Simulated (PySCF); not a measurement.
# Si5H11Cl: a tour of settings

Aim: see how Si5H11Cl (`[SiH3][Si]([SiH3])([SiH3])[SiH2]Cl`) answers to the choice of functional, basis, grid and SCF options.

Programs: PySCF 2.14.0, with density-fitted response routines of our own. Each step states its level of theory. These are calculated values for one molecule, in the gas phase or a continuum, unless marked as measured. Atoms are numbered from 0 throughout.

## (1) The starting structure

17 atoms, charge 0, multiplicity 1; geometry from: GFN2-xTB.

Bonds of the start (Å): Si0–Si1 2.35, Si1–Si2 2.34, Si1–Si3 2.35, Si1–Si4 2.34, Si4–Cl5 2.04, Si0–H6 1.47, Si0–H7 1.46, Si0–H8 1.47, Si2–H9 1.46, Si2–H10 1.46, Si2–H11 1.46, Si3–H12 1.47, Si3–H13 1.46, Si3–H14 1.47, Si4–H15 1.46, Si4–H16 1.46.

## (2) Nuclear shieldings: PBE0/pcSseg-1

Job settings and geometry (Å):

```
{"job": {"kind": "nmr", "xc": "PBE0", "basis": "pcSseg-1"}, "charge": 0, "multiplicity": 1}
Si     1.870446     0.636894     1.254576
Si    -0.013724     0.048673    -0.024225
Si    -1.148335     1.969353    -0.745377
Si     0.660549    -1.248683    -1.866972
Si    -1.474940    -1.214192     1.304910
Cl    -0.459526    -2.875273     1.912813
H      2.798930     1.471841     0.488145
H      2.630521    -0.527861     1.707486
H      1.514393     1.401630     2.452517
H     -1.601206     2.815033     0.360693
H     -0.294205     2.810669    -1.584489
H     -2.338907     1.665812    -1.541800
H     -0.474660    -1.699360    -2.676571
H      1.399738    -2.447727    -1.471444
H      1.536692    -0.490384    -2.763989
H     -1.935878    -0.580388     2.541521
H     -2.676886    -1.724008     0.642294
```

Level: GIAO PBE0/pcSseg-1 NMR shielding, non-relativistic, gas phase.

Launch:

```bash
$ OMP_NUM_THREADS=1 python probes_run.py task.json out
```

This one command runs all jobs of the session in turn.

Standard output:

```text
coarse grid: 16568 points
cycle   1  E = -1913.4281644528  dE = -9.535e-02  |g| = 2.710e-01  |ddm| = 3.671e+00
cycle   2  E = -1913.4264571021  dE =  1.707e-03  |g| = 2.831e-01  |ddm| = 7.866e-01
cycle   3  E = -1913.4486962029  dE = -2.224e-02  |g| = 3.224e-02  |ddm| = 4.637e-01
cycle   4  E = -1913.4489617089  dE = -2.655e-04  |g| = 9.706e-03  |ddm| = 5.770e-02
cycle   5  E = -1913.4489873629  dE = -2.565e-05  |g| = 2.496e-03  |ddm| = 1.953e-02
cycle   6  E = -1913.4489892750  dE = -1.912e-06  |g| = 3.974e-04  |ddm| = 4.741e-03
final grid: 130472 points
cycle   7  E = -1913.4785820902  dE = -1.838e-05  |g| = 3.343e-03  |ddm| = 1.581e-02
cycle   8  E = -1913.4785824144  dE = -3.242e-07  |g| = 1.918e-03  |ddm| = 5.037e-03
cycle   9  E = -1913.4785830301  dE = -6.157e-07  |g| = 3.847e-04  |ddm| = 2.965e-03
cycle  10  E = -1913.4785830819  dE = -5.177e-08  |g| = 6.061e-05  |ddm| = 7.117e-04
cycle  11  E = -1913.4785830829  dE = -9.986e-10  |g| = 1.851e-05  |ddm| = 1.083e-04
converged SCF energy = -1913.4785830829

GIAO shielding tensors (ppm)
atom      isotropic    diamagn.    paramagn.     s11        s22        s33       span
  0 Si     458.245     880.305    -422.060    445.078    448.409    481.248     36.170
  1 Si     501.929     883.406    -381.477    491.227    493.313    521.247     30.020
  2 Si     462.401     880.331    -417.930    446.995    455.629    484.579     37.584
  3 Si     458.172     880.301    -422.129    444.973    448.448    481.095     36.122
  4 Si     371.260     878.166    -506.906    310.511    365.836    437.433    126.922
  5 Cl    1034.228    1148.849    -114.621    953.965   1065.641   1083.077    129.112
  6 H       28.075      29.442      -1.367     24.286     25.784     34.157      9.871
  7 H       27.876      29.377      -1.501     23.869     26.391     33.368      9.499
  8 H       27.992      29.371      -1.378     24.356     25.499     34.123      9.766
  9 H       28.177      29.367      -1.190     24.321     25.971     34.240      9.919
 10 H       28.165      29.427      -1.262     24.410     25.847     34.237      9.827
 11 H       28.176      29.366      -1.190     24.321     25.969     34.238      9.917
 12 H       27.989      29.368      -1.379     24.356     25.498     34.114      9.758
 13 H       27.870      29.371      -1.501     23.866     26.385     33.360      9.494
 14 H       28.071      29.439      -1.367     24.284     25.780     34.150      9.867
 15 H       26.213      28.705      -2.492     21.690     25.347     31.601      9.911
 16 H       26.214      28.698      -2.484     21.691     25.346     31.605      9.913
```

Run time: 2.2 min. Hardware: 1 thread, shared host.

Shifts follow as δ = σ(reference) − σ, with reference shieldings (ppm) from runs at the same level and on the same kind of geometry: ¹H TMS 31.72, ²⁹Si TMS 349.2, ³⁵Cl HCl 950. The references are single molecules in the gas phase. Atoms listed in one row are averaged.

```
                         atoms                             environment  σ (ppm)  δ (ppm)
                      H15, H16  hydrogen on a silicon bonded to Cl, Si    26.21     5.50
H6, H7, H8, H9, H10 and 4 more      hydrogen on a silicon bonded to Si    28.04     3.67
                           Si4           silicon bonded to Cl, Si, 2 H    371.3    -22.1
                 Si0, Si2, Si3               silicon bonded to Si, 3 H    459.6   -110.4
                           Si1                  silicon bonded to 4 Si    501.9   -152.8
                           Cl5                   chlorine bonded to Si     1034      -84
```

The run also stored atomic charges by several schemes (e):

| atoms | Mulliken | IAO | Hirshfeld | ESP fit |
| --- | --- | --- | --- | --- |
| Si0, Si2, Si3 | 0.31 | 0.32 | 0.21 | 0.24 |
| Si1 | -0.67 | -0.16 | 0.03 | -0.12 |
| Si4 | 0.52 | 0.54 | 0.25 | 0.24 |
| Cl5 | -0.32 | -0.32 | -0.13 | -0.19 |

Mayer bond orders: Si0–Si1 0.86, Si1–Si2 0.86, Si1–Si3 0.86, Si1–Si4 0.85, Si4–Cl5 0.92.

Orbitals, density, ELF and potential are computed afterwards from the orbital file.

Frontier orbitals at PBE0/pcSseg-1, with the share of their density that lies nearest to each atom:

| orbital | energy (eV) | lies on |
| --- | --- | --- |
| HOMO | -8.14 | Cl5 27 %; Si1 26 %; Si4 17 % |
| LUMO | -0.95 | Si4 21 %; Si1 13 %; H15, H16 about 11 % each |

ELF in a plane through or near 3 of the atoms.

Ten even steps from '0' (0.00) to '9' (1.00):
```
0000000000000000000000000000
0000000000000000000000000000
0000000000000000000000000000
0000000000000000000000000000
0000000000000000000000000000
0000000000000000000232000000
0000011000000000005999710000
0001466410111000019999940000
0014788752245421138999930000
0015852384117863344587300000
0015851484117863343577300000
0014788742245421138999930000
0001456310111000019999940000
0000011000000000005999710000
0000000000000000000232000000
0000000000000000000000000000
0000000000000000000000000000
0000000000000000000000000000
0000000000000000000000000000
0000000000000000000000000000
```
The map spans 11.6 Å across and 11.5 Å up, centred on the molecule. Atoms in the plane (x, y in Å): Cl5 (-3.2, 0.0), H9 (2.7, -1.2), H11 (2.7, 1.2).

On the surface of density 0.002 e/bohr³ the electrostatic potential runs, from the 1st to the 99th percentile, from -0.54 V near Cl5 to 1.33 V near H15.

## (3) Excited states and response: PBE0/def2-SVPD

Same as in step 2 but for these lines:

```diff
@@ -1,2 +1,2 @@
-{"job": {"kind": "nmr", "xc": "PBE0", "basis": "pcSseg-1"}, "charge": 0, "multiplicity": 1}
+{"job": {"kind": "uv", "xc": "PBE0", "basis": "def2-SVPD", "nstates": 6, "ntriplets": 2}, "charge": 0, "multiplicity": 1}
 Si     1.870446     0.636894     1.254576
```

Method: TDDFT PBE0/def2-SVPD, vertical, gas phase, core orbitals frozen in the response.

Standard output:

```text
coarse grid: 16568 points
cycle   1  E = -1912.7241114649  dE = -1.210e-01  |g| = 2.433e-01  |ddm| = 4.876e+00
cycle   2  E = -1912.7223096159  dE =  1.802e-03  |g| = 2.488e-01  |ddm| = 1.014e+00
cycle   3  E = -1912.7424617791  dE = -2.015e-02  |g| = 3.505e-02  |ddm| = 5.639e-01
cycle   4  E = -1912.7428800789  dE = -4.183e-04  |g| = 1.087e-02  |ddm| = 9.497e-02
cycle   5  E = -1912.7429237515  dE = -4.367e-05  |g| = 2.000e-03  |ddm| = 3.276e-02
cycle   6  E = -1912.7429253251  dE = -1.574e-06  |g| = 5.321e-04  |ddm| = 6.625e-03
final grid: 130472 points
cycle   7  E = -1912.9646388145  dE = -1.185e-05  |g| = 1.360e-03  |ddm| = 6.671e-02
cycle   8  E = -1912.9646389191  dE = -1.046e-07  |g| = 1.280e-03  |ddm| = 7.578e-03
cycle   9  E = -1912.9646395061  dE = -5.870e-07  |g| = 1.412e-04  |ddm| = 2.986e-03
cycle  10  E = -1912.9646395130  dE = -6.851e-09  |g| = 5.682e-05  |ddm| = 4.191e-04
cycle  11  E = -1912.9646395141  dE = -1.115e-09  |g| = 1.345e-05  |ddm| = 1.359e-04
cycle  12  E = -1912.9646395142  dE = -6.912e-11  |g| = 2.619e-06  |ddm| = 3.410e-05
converged SCF energy = -1912.9646395142

Static polarisability (au): isotropic 163.978, principal 158.928 158.969 174.036

Singlet excitations
state   eV       nm        f      main configurations
  1   5.9065    209.9   0.01334   H->L 0.93
  2   6.1922    200.2   0.00835   H-1->L 0.97
  3   6.2888    197.2   0.00301   H-2->L 0.72, H->L+2 0.24
  4   6.3262    196.0   0.00068   H->L+1 0.92
  5   6.4550    192.1   0.00315   H->L+3 0.93
  6   6.4983    190.8   0.02259   H->L+2 0.48, H-1->L+1 0.21, H-1->L+4 0.13

Triplet excitations (Tamm-Dancoff, eV): 5.3094 5.7128
```

It took 2.5 min on 1 thread, shared host.

Frontier orbitals and where they lie:

```csv
orbital,eV,atoms
HOMO−3,-8.96,"Cl5 62 %, Si4 17 %, H15 9 %"
HOMO−2,-8.43,"Si1 31 %, Si2 21 %, Si0 11 %"
HOMO−1,-8.33,"Si1 30 %, Si3 20 %, Si0 19 %"
HOMO,-8.06,"Si1 25 %, Cl5 25 %, Si4 20 %"
LUMO,-0.98,"Si4 26 %, Si1 19 %, Cl5 12 %"
LUMO+1,-0.59,"Si1 24 %, Si3 13 %, Si0 12 %"
LUMO+2,-0.58,"Si1 25 %, Si2 15 %, Si4 11 %"
```

With each of the 6 states as a Gaussian band of 0.4 eV half-width at 1/e, the curve within the window shown has maxima at 195 nm (ε 1,500) L/(mol cm). Beyond the last state computed it falls off for lack of states. The curve at chosen wavelengths:

```csv
nm,ε (L/mol/cm)
182,651
184,858
186,1063
188,1243
190,1382
192,1471
194,1508
196,1501
198,1457
200,1388
202,1303
204,1209
206,1109
209,952
211,845
213,738
215,633
217,532
219,438
221,354
223,279
225,216
227,163
229,121
231,88
233,63
```

Leading natural transition orbitals of singlet state 6: the hole lies on Si1 28 %; Cl5 22 %; Si2, Si4 about 13 % each; the particle on Si1 22 %; Si2, Si4 about 8 % each; Si0, Si3 about 6 % each.

Leading natural transition orbitals of singlet state 1: the hole lies on Cl5 27 %; Si1 26 %; Si4 18 %; the particle on Si4 22 %; Cl5 13 %; H15, H16 about 12 % each.

Further results of this job:

| property | computed |
| --- | --- |
| dipole moment (D) | 1.39 |
| polarisability (Å³) | 24.30 |
| HOMO–LUMO gap (eV) | 7.08 |
| −ε(HOMO) (eV) | 8.06 |

## (4) Shielding tensors: PBE/pcSseg-1 in tetrahydrofuran

Same as in step 3 but for these lines:

```diff
@@ -1,2 +1,2 @@
-{"job": {"kind": "uv", "xc": "PBE0", "basis": "def2-SVPD", "nstates": 6, "ntriplets": 2}, "charge": 0, "multiplicity": 1}
+{"job": {"kind": "nmr", "xc": "PBE", "basis": "pcSseg-1", "solvent": "tetrahydrofuran", "pop": false, "scf": {"aux": "def2-universal-jkfit"}}, "charge": 0, "multiplicity": 1}
 Si     1.870446     0.636894     1.254576
```

Method: GIAO PBE/pcSseg-1 NMR shielding, non-relativistic, IEF-PCM tetrahydrofuran.

Standard output:

```text
final grid: 130472 points
cycle   1  E = -1913.2752165471  dE = -7.633e-02  |g| = 2.942e-01  |ddm| = 3.748e+00
cycle   2  E = -1913.2707306882  dE =  4.486e-03  |g| = 3.358e-01  |ddm| = 8.452e-01
cycle   3  E = -1913.2994234473  dE = -2.869e-02  |g| = 6.653e-02  |ddm| = 5.604e-01
cycle   4  E = -1913.3007776673  dE = -1.354e-03  |g| = 1.415e-02  |ddm| = 1.229e-01
cycle   5  E = -1913.3008338174  dE = -5.615e-05  |g| = 3.814e-03  |ddm| = 2.573e-02
cycle   6  E = -1913.3008380891  dE = -4.272e-06  |g| = 8.707e-04  |ddm| = 7.370e-03
cycle   7  E = -1913.3008383604  dE = -2.713e-07  |g| = 2.372e-04  |ddm| = 1.727e-03
cycle   8  E = -1913.3008383809  dE = -2.056e-08  |g| = 4.627e-05  |ddm| = 4.483e-04
cycle   9  E = -1913.3008383815  dE = -5.489e-10  |g| = 6.865e-06  |ddm| = 7.308e-05
converged SCF energy = -1913.3008383815

GIAO shielding tensors (ppm)
atom      isotropic    diamagn.    paramagn.     s11        s22        s33       span
  0 Si     445.199     881.103    -435.904    429.212    434.638    471.747     42.535
  1 Si     480.365     883.772    -403.407    470.197    471.537    499.362     29.165
  2 Si     449.278     881.024    -431.746    432.141    440.818    474.877     42.736
  3 Si     445.092     881.097    -436.005    429.063    434.641    471.571     42.507
  4 Si     352.991     878.967    -525.976    288.472    347.463    423.036    134.564
  5 Cl    1017.736    1149.031    -131.295    936.851   1044.754   1071.602    134.752
  6 H       27.927      29.503      -1.576     24.268     25.694     33.818      9.549
  7 H       27.783      29.535      -1.751     23.908     26.352     33.090      9.182
  8 H       27.848      29.444      -1.596     24.330     25.381     33.832      9.502
  9 H       28.012      29.371      -1.359     24.252     25.856     33.929      9.676
 10 H       28.020      29.456      -1.436     24.392     25.757     33.911      9.519
 11 H       28.012      29.371      -1.359     24.253     25.855     33.927      9.674
 12 H       27.844      29.439      -1.596     24.329     25.380     33.822      9.493
 13 H       27.777      29.528      -1.751     23.904     26.347     33.081      9.177
 14 H       27.923      29.499      -1.576     24.267     25.691     33.811      9.544
 15 H       25.896      28.696      -2.800     21.400     25.134     31.153      9.753
 16 H       25.897      28.689      -2.792     21.401     25.133     31.156      9.755
```

Wall time 77 s (1 thread, shared host).

This run: σ Si4 353.0, Si0 446.5, Si1 480.4, Cl5 1018, H15 25.90, H6 27.91 ppm (means over like atoms).

## (5) Nuclear shieldings: WP04/cc-pVDZ

Same as in step 4 but for these lines:

```diff
@@ -1,2 +1,2 @@
-{"job": {"kind": "nmr", "xc": "PBE", "basis": "pcSseg-1", "solvent": "tetrahydrofuran", "pop": false, "scf": {"aux": "def2-universal-jkfit"}}, "charge": 0, "multiplicity": 1}
+{"job": {"kind": "nmr", "xc": "WP04", "basis": "cc-pVDZ", "pop": true, "scf": {"aux": "def2-universal-jkfit"}}, "charge": 0, "multiplicity": 1}
 Si     1.870446     0.636894     1.254576
```

Method: GIAO WP04/cc-pVDZ NMR shielding, non-relativistic, gas phase.

Standard output:

```text
final grid: 130472 points
cycle   1  E = -1935.0487072571  dE = -9.028e-02  |g| = 3.577e-01  |ddm| = 8.305e+00
cycle   2  E = -1935.0348655073  dE =  1.384e-02  |g| = 4.186e-01  |ddm| = 2.209e+00
cycle   3  E = -1935.0906172109  dE = -5.575e-02  |g| = 5.251e-02  |ddm| = 1.161e+00
cycle   4  E = -1935.0915918735  dE = -9.747e-04  |g| = 1.861e-02  |ddm| = 2.109e-01
cycle   5  E = -1935.0917251173  dE = -1.332e-04  |g| = 3.663e-03  |ddm| = 6.196e-02
cycle   6  E = -1935.0917309460  dE = -5.829e-06  |g| = 8.656e-04  |ddm| = 1.318e-02
cycle   7  E = -1935.0917312528  dE = -3.069e-07  |g| = 1.975e-04  |ddm| = 2.492e-03
cycle   8  E = -1935.0917312693  dE = -1.646e-08  |g| = 5.168e-05  |ddm| = 6.235e-04
cycle   9  E = -1935.0917312703  dE = -1.011e-09  |g| = 9.382e-06  |ddm| = 1.671e-04
cycle  10  E = -1935.0917312704  dE = -3.865e-11  |g| = 1.670e-06  |ddm| = 3.583e-05
converged SCF energy = -1935.0917312704

GIAO shielding tensors (ppm)
atom      isotropic    diamagn.    paramagn.     s11        s22        s33       span
  0 Si     496.510     881.819    -385.309    485.030    486.650    517.850     32.820
  1 Si     508.312     886.246    -377.934    498.427    504.595    521.914     23.487
  2 Si     499.795     881.731    -381.935    485.990    492.489    520.907     34.917
  3 Si     496.440     881.816    -385.376    484.923    486.665    517.733     32.810
  4 Si     433.356     880.861    -447.505    382.425    431.617    486.026    103.601
  5 Cl    1031.054    1151.565    -120.511    976.947   1048.011   1068.204     91.256
  6 H       28.920      31.121      -2.201     25.484     26.630     34.644      9.160
  7 H       28.761      31.152      -2.392     25.109     27.306     33.866      8.757
  8 H       28.851      31.068      -2.217     25.595     26.424     34.535      8.939
  9 H       29.025      31.019      -1.993     25.552     26.848     34.677      9.125
 10 H       29.013      31.071      -2.058     25.617     26.725     34.697      9.080
 11 H       29.024      31.016      -1.992     25.551     26.846     34.675      9.124
 12 H       28.848      31.064      -2.216     25.595     26.423     34.526      8.931
 13 H       28.754      31.144      -2.390     25.105     27.300     33.857      8.753
 14 H       28.915      31.116      -2.200     25.482     26.626     34.638      9.156
 15 H       27.271      30.374      -3.103     22.942     26.166     32.706      9.763
 16 H       27.271      30.367      -3.096     22.942     26.165     32.707      9.765
```

It took 84 s on 1 thread, shared host.

Key values: σ Si4 433.4, Si0 497.6, Si1 508.3, Cl5 1031, H15 27.27, H6 28.90 ppm (means over like atoms).

## (6) Ultraviolet spectrum: KT3/pcSseg-1

Same as in step 5 but for these lines:

```diff
@@ -1,2 +1,2 @@
-{"job": {"kind": "nmr", "xc": "WP04", "basis": "cc-pVDZ", "pop": true, "scf": {"aux": "def2-universal-jkfit"}}, "charge": 0, "multiplicity": 1}
+{"job": {"kind": "uv", "xc": "KT3", "basis": "pcSseg-1", "nstates": 1, "ntriplets": 0, "tda": false, "scf": {"level_shift": 0.9, "max_cycle": 78}}, "charge": 0, "multiplicity": 1}
 Si     1.870446     0.636894     1.254576
```

With the program's defaults for keys left out, this is: TDDFT KT3/pcSseg-1, vertical, gas phase, core orbitals frozen in the response.

Standard output (excerpt; [...] marks lines left out):

```text
final grid: 130472 points
cycle   1  E = -1928.8085973607  dE =  1.482e-02  |g| = 5.975e-01  |ddm| = 3.566e+00
cycle   2  E = -1928.9313884002  dE = -1.228e-01  |g| = 1.875e-01  |ddm| = 6.672e-01
cycle   3  E = -1928.9434749274  dE = -1.209e-02  |g| = 8.685e-02  |ddm| = 2.737e-01
cycle   4  E = -1928.9464707221  dE = -2.996e-03  |g| = 5.002e-02  |ddm| = 1.660e-01
cycle   5  E = -1928.9476062124  dE = -1.135e-03  |g| = 3.009e-02  |ddm| = 1.029e-01
cycle   6  E = -1928.9480415026  dE = -4.353e-04  |g| = 1.921e-02  |ddm| = 6.567e-02
cycle   7  E = -1928.9482262630  dE = -1.848e-04  |g| = 1.266e-02  |ddm| = 4.243e-02
cycle   8  E = -1928.9483087336  dE = -8.247e-05  |g| = 8.773e-03  |ddm| = 2.829e-02
cycle   9  E = -1928.9483485532  dE = -3.982e-05  |g| = 6.270e-03  |ddm| = 1.925e-02
cycle  10  E = -1928.9483694400  dE = -2.089e-05  |g| = 4.435e-03  |ddm| = 1.354e-02
[... 11 cycles left out ...]
cycle  22  E = -1928.9483938236  dE = -3.303e-08  |g| = 2.022e-04  |ddm| = 4.460e-04
cycle  23  E = -1928.9483938444  dE = -2.078e-08  |g| = 1.593e-04  |ddm| = 3.487e-04
cycle  24  E = -1928.9483938574  dE = -1.300e-08  |g| = 1.267e-04  |ddm| = 2.734e-04
cycle  25  E = -1928.9483938655  dE = -8.179e-09  |g| = 1.015e-04  |ddm| = 2.140e-04
cycle  26  E = -1928.9483938708  dE = -5.212e-09  |g| = 8.134e-05  |ddm| = 1.683e-04
cycle  27  E = -1928.9483938741  dE = -3.312e-09  |g| = 6.519e-05  |ddm| = 1.329e-04
cycle  28  E = -1928.9483938762  dE = -2.133e-09  |g| = 5.194e-05  |ddm| = 1.052e-04
cycle  29  E = -1928.9483938776  dE = -1.366e-09  |g| = 4.158e-05  |ddm| = 8.321e-05
cycle  30  E = -1928.9483938785  dE = -8.781e-10  |g| = 3.343e-05  |ddm| = 6.624e-05
cycle  31  E = -1928.9483938790  dE = -5.602e-10  |g| = 2.698e-05  |ddm| = 5.263e-05
level shift removed, Fock matrix diagonalised once more
converged SCF energy = -1928.9483938790

Static polarisability (au): isotropic 151.044, principal 146.535 147.207 159.389

Singlet excitations
state   eV       nm        f      main configurations
  1   5.6264    220.4   0.00856   H->L 0.94
```

Wall time 3.8 min (1 thread, shared host).

Despite a large level shift, the SCF converged in 31 cycles.

Key values: HOMO -7.09 eV, LUMO -1.67 eV; lowest singlet 5.63 eV.

## (7) Run by run: NMR shifts

Shifts (ppm), means over like atoms, with basis size and wall time:

```csv
run,H15,H6,Si4,Si0,Si1,functions,time
PBE0/pcSseg-1,5.50,3.67,-22.1,-110.4,-152.8,199,2.2 min
PBE/pcSseg-1 in tetrahydrofuran,5.72,3.71,-22.7,-116.2,-150.0,199,77 s
WP04/cc-pVDZ,4.73,3.10,-17.9,-82.1,-92.8,163,84 s
```

## (8) Side by side: electronic excitations

Excitations and ground-state properties, with basis size and wall time:

```
           run  lowest singlet (eV)  brightest (eV)      f  gap (eV)  α (Å³)  μ (D)  functions     time
PBE0/def2-SVPD                 5.91            6.50  0.023      7.08   24.30   1.39        235  2.5 min
  KT3/pcSseg-1                 5.63            5.63  0.009      5.43   22.38   1.44        199  3.8 min
```

## (9) Outcome

```
                                                                quantity                        value
  ¹H shifts against TMS (PBE0/pcSseg-1, means over atoms taken as alike)               5.50, 3.67 ppm
²⁹Si shifts against TMS (PBE0/pcSseg-1, means over atoms taken as alike)    -22.1, -110.4, -152.8 ppm
                                 ³⁵Cl shifts against HCl (PBE0/pcSseg-1)                      -84 ppm
                                   surface potential, 1st and 99th percentile           -0.54 V and 1.33 V
                                         lowest singlet (PBE0/def2-SVPD)  5.91 eV (210 nm), f = 0.013
                                brightest single state of those computed  state 6, 6.50 eV, f = 0.023
                                                          lowest triplet                      5.31 eV
                                               range of the shift of Si1          -152.8 to -92.8 ppm
                                             range of the lowest singlet              5.63 to 5.91 eV
```

What this shows: Single values in the summary come from the first run of each kind that ended normally (PBE0/pcSseg-1; PBE0/def2-SVPD), which need not be the best level. At PBE0/pcSseg-1, counted by nearest atom on the grid, the HOMO lies on Cl5 27 %; Si1 26 %, the LUMO on Si4 21 %; Si1 13 %. The lowest singlet, at 5.91 eV, is HOMO→LUMO 0.93 and is weak; of the 6 states computed, the strongest absorption comes from state 6 at 6.50 eV (the last computed, so partners may be missing). The lowest triplet lies 0.60 eV below the lowest singlet (triplets in Tamm-Dancoff, singlets in full TDDFT). Among the atoms with a shift in every run: Across the 3 runs the shift of Si1 moves most, between -152.8 (PBE0/pcSseg-1) and -92.8 ppm (WP04/cc-pVDZ). Most of that comes from the computed reference, not from the atom's own shielding. The lowest singlet runs from 5.63 eV (KT3/pcSseg-1) to 5.91 eV (PBE0/def2-SVPD), while the orbital gap spans 5.43 to 7.08 eV. The lowest state need not be the same one in every run. The runs solved for a few states only, so the brightest column depends on that window.
